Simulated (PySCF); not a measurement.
# How the numerical set-up moves the result for BeS

The method stays; parts of the set-up, such as the basis or the Hamiltonian, are changed.

The runs use PySCF 2.14.0; each script names its method and basis.

4 further runs of the same task are left out: 4 that didn't finish.

## Step 1: Starting geometry

BeS: 2 atoms, charge 0, spin multiplicity 1.

Bond lengths: Be1–S2 1.809 Å.

## Step 2: Base script

File input.py:

```python
from pyscf import gto, scf
from pyscf.prop.polarizability import rhf as pol

mol = gto.M(
    atom='Be 0 0 0; S 0 0 1.809',
    basis='cc-pcvdz',
    charge=0,
    spin=0,
    symmetry=True,
    verbose=4,
)
mf = scf.RHF(mol)
mf.kernel()
print('polarizability (a.u.)')
print(pol.Polarizability(mf).polarizability().round(4))
mf.dip_moment()
print('orbital energies (hartree):', mf.mo_energy[..., max(0, mol.nelec[1]-3):mol.nelec[0]+3].round(4))
```

Launch:

```
$ python input.py
```

Its log is not repeated here.

Base result: E(SCF) = -412.124617 Eh, 10 cycles, μ = 6.35 D, α(xx, yy, zz) = 35.4, 35.4, 51.8 bohr³.

The bond length is a typed value, not an optimised one.

## Step 3: 6-31g*

Variant 1 changes basis set: cc-pcvdz → 6-31g*.

File input.py:

```python
from pyscf import gto, scf
from pyscf.prop.polarizability import rhf as pol

mol = gto.M(
    atom='Be 0 0 0; S 0 0 1.809',
    basis='6-31g*',
    charge=0,
    spin=0,
    symmetry=True,
    verbose=4,
)
mf = scf.RHF(mol)
mf.kernel()
print('polarizability (a.u.)')
print(pol.Polarizability(mf).polarizability().round(4))
mf.dip_moment()
print('orbital energies (hartree):', mf.mo_energy[..., max(0, mol.nelec[1]-3):mol.nelec[0]+3].round(4))
```

Launch:

```
$ python input.py
```

## Step 4: Cartesian functions on

Variant 2 changes Cartesian functions: off → on.

Changes to input.py since step 2:

```diff
@@ -9,2 +9,3 @@
     symmetry=True,
+    cart=True,
     verbose=4,
```

## Step 5: Pcseg-2

Variant 3 changes basis set: cc-pcvdz → pcseg-2.

Changes to input.py since step 2:

```diff
@@ -5,3 +5,3 @@
     atom='Be 0 0 0; S 0 0 1.809',
-    basis='cc-pcvdz',
+    basis='pcseg-2',
     charge=0,
```

## Step 6: Lanl2dz (core potential on)

Variant 4 changes basis set: cc-pcvdz → lanl2dz; core potential: off → on. The core potential changes with it: totals don't compare.

Changes to input.py since step 2:

```diff
@@ -5,3 +5,4 @@
     atom='Be 0 0 0; S 0 0 1.809',
-    basis='cc-pcvdz',
+    basis='lanl2dz',
+    ecp={'S': 'lanl2dz'},
     charge=0,
```

What does the calculation give? Wanted: for each run, E(SCF); from base; gap; SCF dipole.

The runs gave:

```
                        run  E(SCF) (hartree)  from base (eV)  cycles  gap (eV)  SCF dipole (D)  functions
                       base       -412.124617               0      10      7.36            6.35         45
                     6-31g*       -412.100872         +0.6461       9      7.53            6.65         32
     Cartesian functions on       -412.125050         -0.0118      10      7.36            6.35         48
                    pcseg-2       -412.128588         -0.1081      10      7.31            6.82         49
lanl2dz (core potential on)        -24.482587  not comparable       9      7.46            6.73         17
```

**Reading.** The largest comparable shift of the SCF energy, +0.646 eV, comes with the run “6-31g*”. 6-31g* (32 functions) gives an energy 0.65 eV higher than cc-pcvdz (45). pcseg-2 (49 functions) gives an energy 0.11 eV lower than cc-pcvdz (45).
